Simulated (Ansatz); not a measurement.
# Ge16H: the cost of one run

Program: Ansatz 0.2.0. Level of theory: DFT PBE, plane waves, PAW, scalar-relativistic, no spin polarisation. These are calculated values, not measurements.

## (1) The structure to begin with

The cell holds 17 atoms (Ge16H): a = 8.004 Å, b = 8.004 Å, c = 8.004 Å, α = 60.00°, β = 60.00°, γ = 60.00°.

Its coordinates follow in the input file.

## (2) Preparing the start

Input file input.yaml:

```yaml
accuracy: low
crystal:
  lattice:
    - [0.0, 5.66, 5.66]
    - [5.66, 0.0, 5.66]
    - [5.66, 5.66, 0.0]
  atoms:
    - { symbol: Ge, position: [0.0, 0.0, 0.0] }
    - { symbol: Ge, position: [0.125, 0.125, 0.125] }
    - { symbol: Ge, position: [0.0, 0.0, 0.5] }
    - { symbol: Ge, position: [0.125, 0.125, 0.625] }
    - { symbol: Ge, position: [0.0, 0.5, 0.0] }
    - { symbol: Ge, position: [0.125, 0.625, 0.125] }
    - { symbol: Ge, position: [0.0, 0.5, 0.5] }
    - { symbol: Ge, position: [0.125, 0.625, 0.625] }
    - { symbol: Ge, position: [0.5, 0.0, 0.0] }
    - { symbol: Ge, position: [0.625, 0.125, 0.125] }
    - { symbol: Ge, position: [0.5, 0.0, 0.5] }
    - { symbol: Ge, position: [0.625, 0.125, 0.625] }
    - { symbol: Ge, position: [0.5, 0.5, 0.0] }
    - { symbol: Ge, position: [0.625, 0.625, 0.125] }
    - { symbol: Ge, position: [0.5, 0.5, 0.5] }
    - { symbol: Ge, position: [0.625, 0.625, 0.625] }
    - { symbol: H, position: [0.8857874, 0.3767254, 0.3753268] }
basis:
  ecutwfc: 420.0
kpoints:
  mp_grid: { grid: [2, 2, 2] }
hamiltonian:
  xc: pbe
  pseudopotentials: { kind: paw, azcp: { folder: soft_1 } }
scf:
  occupations: { method: fermi_dirac, width: 0.05 }
  lower_state_search: "off"
relax:
  f_tol: 0.08
  max_steps: 25
  adjacent_minimum: "off"
```

The run is started by

```console
ansatz run input.yaml --threads 2 --pin off --max-ram 5120MiB --backend cpu --events-out ev --progress --plain --runs-dir out
```

**Question.** How long does this run take on 2 threads of Arm Neoverse V2, shared host, and how much memory does it need?

About 1.7 min, with a peak of 0.97 GiB.
